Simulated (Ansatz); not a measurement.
# LaCu3Ni2 (P6/mmm): the equilibrium volume

Aim: the volume at which the pressure of LaCu3Ni2 (P6/mmm) vanishes.

Method: DFT PBEsol, scalar-relativistic, plane waves, PAW, in Ansatz 0.2.0.

### 1 The starting structure

Symmetry: P6/mmm, No. 191, hexagonal system. The conventional cell has a = 5.027 Å, b = 5.027 Å, c = 4.061 Å, α = 90.00°, β = 90.00°, γ = 120.00°. Cu (site symmetry mmm) is surrounded by 4 Ni at 2.50 Å and 4 Cu at 2.51 Å. Around La (site symmetry 6/mmm) lie 6 Ni at 2.90 Å and 12 Cu at 3.23 Å. Around Ni (site symmetry -6m2) lie 6 Cu at 2.50 Å and 3 Ni at 2.90 Å and 3 La at 2.90 Å.

As a file:

```
CELL_PARAMETERS angstrom
5.02684 0.00000 0.00000
-2.51342 4.35337 0.00000
0.00000 0.00000 4.06095
ATOMIC_POSITIONS crystal
Cu 0.50000 0.00000 0.50000
Cu 0.00000 0.50000 0.50000
Cu 0.50000 0.50000 0.50000
La 0.00000 0.00000 0.00000
Ni 0.33333 0.66667 0.00000
Ni 0.66667 0.33333 0.00000
```

The moments start at Ni 0.80 μB.

### 2 At the starting volume (PBEsol, 6×6×4 mesh)

Input file input.yaml:

```yaml
crystal:
  lattice:
    - [5.0268426, 0.0, 0.0]
    - [-2.5134213, 4.35337339, 0.0]
    - [0.0, 0.0, 4.06094926]
  atoms:
    - { symbol: Cu, position: [0.5, 0.0, 0.5] }
    - { symbol: Cu, position: [0.0, 0.5, 0.5] }
    - { symbol: Cu, position: [0.5, 0.5, 0.5] }
    - { symbol: La, position: [0.0, 0.0, 0.0] }
    - { symbol: Ni, position: [0.3333333333, 0.6666666667, 0.0], spin: 0.8 }
    - { symbol: Ni, position: [0.6666666667, 0.3333333333, 0.0], spin: 0.8 }
basis:
  ecutwfc: 420
kpoints:
  mp_grid: { grid: [6, 6, 4] }
hamiltonian:
  xc: pbesol
scf:
  occupations: { method: gaussian, width: 0.1 }
  lower_state_search: "off"
output:
  forces: true
  stress: true
  eigenvalues: true
  populations: true
magnetization:
  spin_polarized: true
```

The run is started by

```bash
> ansatz run input.yaml --threads 8 --pin off --max-ram 14336MiB --backend cpu --events-out ev --progress --plain --runs-dir out
```

The runs that follow: Full relaxation.

Before running it: what results should come out? Wanted: volume; pressure; conventional cell; gap on the mesh.

As calculated:

```
         quantity                                                                       value
           volume                                                              14.344 Å³/atom
         pressure                                                                    0.01 GPa
conventional cell  a = 4.967 Å, b = 4.967 Å, c = 4.029 Å, α = 90.00°, β = 90.00°, γ = 120.00°
  gap on the mesh                                                                none (metal)
```

In words: From the first run shown, the volume went from 14.81 to 14.34 Å³/atom (-3.2 %) in 2 runs, where the pressure is zero within 0.01 GPa. Spin polarisation wasn't allowed in this run.
